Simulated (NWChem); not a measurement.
# the pair BH3Se···CH4, step by step

Aim: the energy (singlet CH7BSe, r2SCAN-D3(BJ)/6-31G*), then the energy (singlet BH3Se, r2SCAN-D3(BJ)/6-31G*), then a single-point energy (singlet CH4, r2SCAN-D3(BJ)/6-31G*), then a single-point energy (singlet BH3Se, r2SCAN-D3(BJ)/6-31G*), then a single-point energy (singlet CH4, r2SCAN-D3(BJ)/6-31G*) of CH7BSe and its partners. 

The results are computed with NWChem 7.3.0.

## (1) The molecule

CH7BSe: 10 atoms, total charge 0, spin state singlet. The two molecules were placed rigidly side by side, at 1.1 times their contact distance; the pair isn't optimised.

Bond lengths: B1–Se2 1.899 Å, B1–H3 1.189 Å, B1–H4 1.191 Å, Se2–H5 1.470 Å, C6–H7 1.090 Å, C6–H8 1.090 Å, C6–H9 1.090 Å, C6–H10 1.090 Å. Angles: B1–Se2–H5 97.7°, Se2–B1–H3 121.0°, Se2–B1–H4 115.7°, H3–B1–H4 123.2°, H7–C6–H8 109.5°, H7–C6–H9 109.5°, H7–C6–H10 109.5°, H8–C6–H9 109.5°, H8–C6–H10 109.5°, H9–C6–H10 109.5°.

## (2) The energy at r2SCAN-D3(BJ)/6-31G(d) (spherical functions) (run 1)

The input, ch7bse.nw:

```
echo
start ch7bse
title "CH7BSe"
memory 2200 mb

geometry units bohr noautosym nocenter noautoz
   B     -0.23580003    -1.17786629     0.09769884
   Se     1.93757399     1.65388830    -0.26172707
   H     -2.46227535    -0.91689512     0.25265638
   H      0.77784907    -3.18645619     0.15439062
   H     -0.01734769     3.62732930    -0.24301878
   C     -3.61130442     6.34851602     4.16794215
   H     -3.91186536     5.18894227     2.49309678
   H     -3.56054637     8.33476935     3.62746158
   H     -1.82364240     5.83105231     5.04931041
   H     -5.14910685     6.03901667     5.50180533
end

basis spherical bse
   * library 6-31G*
end

dft
   xc r2scan
   disp vdw 4
   grid fine
   convergence energy 1e-08
   maxiter 100
   mulliken
   print low
end

task dft energy
```

Command:

```console
nwchem ch7bse.nw > ch7bse.out
```

Log:

```text
[...]
 d= 0,ls=0.0,diis     1  -2468.3073900018 -2.61D+03  9.20D-03  2.79D-01     2.4
[...]
 d= 0,ls=0.0,diis    10  -2468.3450283534 -5.40D-09  1.59D-07  1.21D-10    17.2
         Total DFT energy =    -2468.345028353448
      One electron energy =    -3712.861457903631
           Coulomb energy =     1202.041239424096
    Exchange-Corr. energy =      -99.134310302814
 Nuclear repulsion energy =      141.610940084402
    Dispersion correction =       -0.001439655501
[...]
      Total Density - Mulliken Population Analysis
     ---------------------------------------------
    Atom       Charge   Shell Charges
 -----------   ------   -------------------------------------------------------
    1 B    5     5.05   2.00  0.59  1.38  0.49  0.56  0.03
    2 Se  34    34.13   2.00  2.00  6.00  2.00  5.99  1.57  3.26  0.33  0.92  6.92  2.92  0.24
    3 H    1     0.97   0.52  0.45
    4 H    1     0.97   0.52  0.45
    5 H    1     0.88   0.47  0.41
    6 C    6     6.74   2.00  0.67  2.13  0.72  1.21  0.02
    7 H    1     0.82   0.52  0.30
    8 H    1     0.81   0.52  0.29
    9 H    1     0.81   0.52  0.29
   10 H    1     0.81   0.52  0.29
[...]
```

Wall time 18 s (1 thread of AMD EPYC 7R43 (Zen 3), shared host); peak memory 0.12 GiB.

## (3) BH3Se: the energy at r2SCAN-D3(BJ)/6-31G(d) (spherical functions) (run 2)

The input, bh3se.nw:

```
start bh3se
memory stack 880 mb heap 220 mb global 1100 mb

geometry units angstroms noautosym nocenter noautoz
   B    -0.124780   -0.623300    0.051700
   Se    1.025320    0.875200   -0.138500
   H    -1.302980   -0.485200    0.133700
   H     0.411620   -1.686200    0.081700
   H    -0.009180    1.919500   -0.128600
end

basis spherical bse
   B library 6-31G*
   Se library 6-31G*
   H library 6-31G*
end

dft
   xc r2scan
   disp vdw 4
   grid fine
   convergence energy 1e-08
   iterations 100
   mulliken
   print low
end

task dft
```

Command:

```console
nwchem bh3se.nw > bh3se.out
```

Log:

```text
[...]
 d= 0,ls=0.0,diis     1  -2427.8348701032 -2.51D+03  1.25D-02  2.06D-01     1.4
[...]
 d= 0,ls=0.0,diis    10  -2427.8649370624 -4.60D-09  2.26D-07  4.48D-11     8.8
         Total DFT energy =    -2427.864937062402
      One electron energy =    -3534.996892210765
           Coulomb energy =     1120.249535802428
    Exchange-Corr. energy =      -92.261055117360
 Nuclear repulsion energy =       79.144125115602
    Dispersion correction =       -0.000650652306
[...]
      Total Density - Mulliken Population Analysis
     ---------------------------------------------
    Atom       Charge   Shell Charges
 -----------   ------   -------------------------------------------------------
    1 B    5     5.05   2.00  0.59  1.38  0.49  0.56  0.03
    2 Se  34    34.13   2.00  2.00  6.00  2.00  5.99  1.57  3.26  0.33  0.92  6.92  2.92  0.24
    3 H    1     0.97   0.52  0.45
    4 H    1     0.97   0.52  0.45
    5 H    1     0.88   0.47  0.41
[...]
```

Run time: 9.6 s. Hardware: 1 thread of AMD EPYC 7R43 (Zen 3), shared host; peak memory 0.11 GiB.

## (4) CH4: the energy at r2SCAN-D3(BJ)/6-31G(d) (spherical functions) (run 3)

The input, ch4.nw:

```
start ch4
memory 2200 mb

geometry units angstrom noautosym nocenter noautoz
  C    -1.911020    3.359490    2.205580
  H    -2.070070    2.745870    1.319290
  H    -1.884160    4.410570    1.919570
  H    -0.965030    3.085660    2.671980
  H    -2.724790    3.195710    2.911430
end

basis spherical bse
  C library 6-31G*
  H library 6-31G*
end

dft
  xc r2scan
  mult 1
  disp vdw 4
  grid fine
  convergence energy 1e-08
  iterations 100
  mulliken
  print low
end

task dft energy
```

Command:

```console
nwchem ch4.nw > ch4.out
```

Log:

```text
[...]
 d= 0,ls=0.0,diis     1    -40.4714416879 -5.39D+01  8.60D-03  7.29D-02     0.3
[...]
 d= 0,ls=0.0,diis     6    -40.4790552420 -2.57D-10  6.59D-08  9.15D-12     1.1
         Total DFT energy =      -40.479055241993
      One electron energy =      -79.844714493016
           Coulomb energy =       32.799665538204
    Exchange-Corr. energy =       -6.873488331150
 Nuclear repulsion energy =       13.439763944121
    Dispersion correction =       -0.000281900152
[...]
      Total Density - Mulliken Population Analysis
     ---------------------------------------------
    Atom       Charge   Shell Charges
 -----------   ------   -------------------------------------------------------
    1 C    6     6.74   2.00  0.67  2.13  0.72  1.21  0.02
    2 H    1     0.81   0.52  0.30
    3 H    1     0.81   0.52  0.30
    4 H    1     0.81   0.52  0.30
    5 H    1     0.81   0.52  0.30
[...]
```

Run time: 1.7 s. Hardware: 1 thread of AMD EPYC 7R43 (Zen 3), shared host; peak memory 0.11 GiB.

## (5) BH3Se among ghost functions: a single-point energy at r2SCAN-D3(BJ)/6-31G(d) (spherical functions, with ghost functions) (run 4)

The input, bh3se.nw:

```
start bh3se
memory stack 880 mb heap 220 mb global 1100 mb
geometry noautosym nocenter noautoz
  B     -0.124780    -0.623300     0.051700
  Se     1.025320     0.875200    -0.138500
  H     -1.302980    -0.485200     0.133700
  H      0.411620    -1.686200     0.081700
  H     -0.009180     1.919500    -0.128600
  bqC     -1.911020     3.359490     2.205580
  bqH     -2.070070     2.745870     1.319290
  bqH     -1.884160     4.410570     1.919570
  bqH     -0.965030     3.085660     2.671980
  bqH     -2.724790     3.195710     2.911430
end
basis spherical bse
  B library 6-31G*
  Se library 6-31G*
  H library 6-31G*
  bqC library C 6-31G*
  bqH library H 6-31G*
end
dft
  xc r2scan
  mult 1
  disp vdw 4
  grid fine
  convergence energy 1e-08
  maxiter 100
  mulliken
  print low
end
task dft energy
```

Command:

```console
nwchem bh3se.nw > bh3se.out
```

Log:

```text
[...]
 d= 0,ls=0.0,diis     1  -2427.8349392914 -2.51D+03  8.81D-03  2.06D-01     2.2
[...]
 d= 0,ls=0.0,diis    10  -2427.8650038428 -4.63D-09  1.61D-07  4.58D-11    17.0
         Total DFT energy =    -2427.865003842757
      One electron energy =    -3534.991451346256
           Coulomb energy =     1120.243674825687
    Exchange-Corr. energy =      -92.260701785484
 Nuclear repulsion energy =       79.144125115602
    Dispersion correction =       -0.000650652306
[...]
      Total Density - Mulliken Population Analysis
     ---------------------------------------------
    Atom       Charge   Shell Charges
 -----------   ------   -------------------------------------------------------
    1 B    5     5.05   2.00  0.59  1.38  0.49  0.56  0.03
    2 Se  34    34.13   2.00  2.00  6.00  2.00  5.99  1.57  3.26  0.33  0.91  6.92  2.92  0.24
    3 H    1     0.97   0.52  0.45
    4 H    1     0.97   0.52  0.45
    5 H    1     0.88   0.47  0.41
    6 X    0    -0.00   0.00  0.00 -0.00 -0.00  0.00  0.00
    7 X    0     0.00  -0.00  0.00
    8 X    0     0.00  -0.00  0.00
    9 X    0     0.00  -0.00  0.00
   10 X    0     0.00   0.00  0.00
[...]
```

Wall time 18 s (1 thread of AMD EPYC 7R43 (Zen 3), shared host); peak memory 0.12 GiB.

## (6) CH4 among ghost functions: the energy at r2SCAN-D3(BJ)/6-31G(d) (spherical functions, with ghost functions) (run 5)

The input, calc.nw:

```
start calc
memory 2200 mb
geometry units atomic noautosym nocenter noautoz
  C     -3.61130442     6.34851602     4.16794215
  H     -3.91186536     5.18894227     2.49309678
  H     -3.56054637     8.33476935     3.62746158
  H     -1.82364240     5.83105231     5.04931041
  H     -5.14910685     6.03901667     5.50180533
  bqB     -0.235800    -1.177866     0.097699
  bqSe     1.937574     1.653888    -0.261727
  bqH     -2.462275    -0.916895     0.252656
  bqH      0.777849    -3.186456     0.154391
  bqH     -0.017348     3.627329    -0.243019
end
basis spherical bse
  C library 6-31G*
  H library 6-31G*
  bqB library B 6-31G*
  bqSe library Se 6-31G*
  bqH library H 6-31G*
end
dft
  xc r2scan
  mult 1
  disp vdw 4
  grid fine
  convergence energy 1e-08
  iterations 100
  mulliken
  print low
end
task dft
```

Command:

```console
nwchem calc.nw > calc.out
```

Log:

```text
[...]
 d= 0,ls=0.0,diis     1    -40.4716043781 -5.39D+01  2.55D-03  7.29D-02     1.6
[...]
 d= 0,ls=0.0,diis     6    -40.4792024776 -2.80D-10  8.26D-08  6.26D-11     8.5
         Total DFT energy =      -40.479202477566
      One electron energy =      -79.842082307255
           Coulomb energy =       32.796287940758
    Exchange-Corr. energy =       -6.872889184182
 Nuclear repulsion energy =       13.439762973266
    Dispersion correction =       -0.000281900152
[...]
      Total Density - Mulliken Population Analysis
     ---------------------------------------------
    Atom       Charge   Shell Charges
 -----------   ------   -------------------------------------------------------
    1 C    6     6.74   2.00  0.67  2.13  0.72  1.21  0.02
    2 H    1     0.81   0.52  0.29
    3 H    1     0.81   0.52  0.30
    4 H    1     0.81   0.52  0.29
    5 H    1     0.81   0.52  0.30
    6 X    0    -0.00   0.00  0.00 -0.00 -0.00  0.00 -0.00
    7 X    0     0.00  -0.00 -0.00 -0.00 -0.00  0.00 -0.00 -0.00  0.00  0.00  0.00 -0.00  0.00
    8 X    0     0.00  -0.00  0.00
    9 X    0     0.00  -0.00  0.00
   10 X    0     0.00  -0.00  0.00
[...]
```

It took 9.6 s on 1 thread of AMD EPYC 7R43 (Zen 3), shared host; peak memory 0.12 GiB.

## (7) What came out

```
                                                                                                                quantity           value
                                                                               run 1, r2SCAN-D3(BJ)/6-31G*: total energy  -2468.34503 Eh
                                                                          run 1, r2SCAN-D3(BJ)/6-31G*: dispersion energy    -3.78 kJ/mol
                                                                                                     BH3Se: total energy  -2427.86494 Eh
                                                                                                BH3Se: dispersion energy    -1.71 kJ/mol
                                                                                                       CH4: total energy    -40.47906 Eh
                                                                                                  CH4: dispersion energy    -0.74 kJ/mol
                                                                               BH3Se among ghost functions: total energy  -2427.86500 Eh
                                                                          BH3Se among ghost functions: dispersion energy    -1.71 kJ/mol
                                                                                 CH4 among ghost functions: total energy    -40.47920 Eh
                                                                            CH4 among ghost functions: dispersion energy    -0.74 kJ/mol
              interaction energy of the rigid parts BH3Se and CH4 (parts in their own basis; closest atoms 2.65 Å apart)       -0.028 eV
interaction energy of the rigid parts BH3Se and CH4 (parts in the whole basis, counterpoise; closest atoms 2.65 Å apart)       -0.022 eV
```

What this shows: The interaction energy of the rigid parts BH3Se and CH4 (parts in their own basis; closest atoms 2.65 Å apart) is −0.03 eV (−2.7 kJ/mol): the parts attract. Without counterpoise this holds the superposition error of the basis. The interaction energy of the rigid parts BH3Se and CH4 (parts in the whole basis, counterpoise; closest atoms 2.65 Å apart) is −0.02 eV (−0.5 kcal/mol): the parts attract. The basis-set superposition error is 0.6 kJ/mol. Mulliken charges (run 1, r2SCAN-D3(BJ)/6-31G*) run from -0.74 on C6 to +0.19 on H8. Mulliken charges (BH3Se) run from -0.13 on Se2 to +0.12 on H5. Mulliken charges (CH4) run from -0.74 on C1 to +0.19 on H2; they depend strongly on the basis.
